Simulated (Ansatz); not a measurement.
# BaTiO3: the cost of one run

Program: Ansatz 0.2.0. Level of theory: DFT PBEsol, scalar-relativistic, plane waves, PAW. These are calculated values, not measurements.

1 further run of the same task is left out (it didn't finish).

### Step 1. Starting point

It takes space group Pm-3m (No. 221, cubic). Conventional cell: a = 3.970 Å, b = 3.970 Å, c = 3.970 Å, α = 90.00°, β = 90.00°, γ = 90.00°. Around Ba (site symmetry m-3m) lie 12 O at 2.81 Å. Ti (site symmetry m-3m) has 6 O at 1.99 Å in its first shell of neighbours. O (site symmetry 4/mmm) has 2 Ti at 1.99 Å and 4 Ba at 2.81 Å in its first shell of neighbours.

Coordinates:

```
CELL_PARAMETERS angstrom
3.97000 0.00000 0.00000
0.00000 3.97000 0.00000
0.00000 0.00000 3.97000
ATOMIC_POSITIONS crystal
Ba 0.00000 0.00000 0.00000
Ti 0.50000 0.50000 0.50000
O 0.50000 0.50000 0.00000
O 0.50000 0.00000 0.50000
O 0.00000 0.50000 0.50000
```

### Step 2. Relaxing cell and atoms: BaTiO3, no spin

Input file input.yaml:

```yaml
crystal:
  lattice:
    - [3.97, 0.0, 0.0]
    - [0.0, 3.97, 0.0]
    - [0.0, 0.0, 3.97]
  atoms:
    - { symbol: Ba, position: [0.0, 0.0, 0.0] }
    - { symbol: Ti, position: [0.5, 0.5, 0.5] }
    - { symbol: O, position: [0.5, 0.5, 0.0] }
    - { symbol: O, position: [0.5, 0.0, 0.5] }
    - { symbol: O, position: [0.0, 0.5, 0.5] }
scf:
  occupations: { method: gaussian, width: 0.02 }
output:
  forces: true
  stress: true
  eigenvalues: true
kpoints:
  mp_grid: { grid: [14, 14, 14] }
hamiltonian:
  xc: pbesol
relax:
  f_tol: 0.005
  adjacent_minimum: "off"
  cell: { stress_tol: 0.02 }
```

The run is started by

```console
ansatz run input.yaml --threads 8 --pin off --max-ram 28672MiB --backend cpu --events-out ev --progress --plain --runs-dir out
```

**Question.** How long does this run take on 8 threads of Intel Xeon Platinum 8488C (Sapphire Rapids), shared host, and how much memory does it need?

About 4.7 s, with a peak of 0.64 GiB.
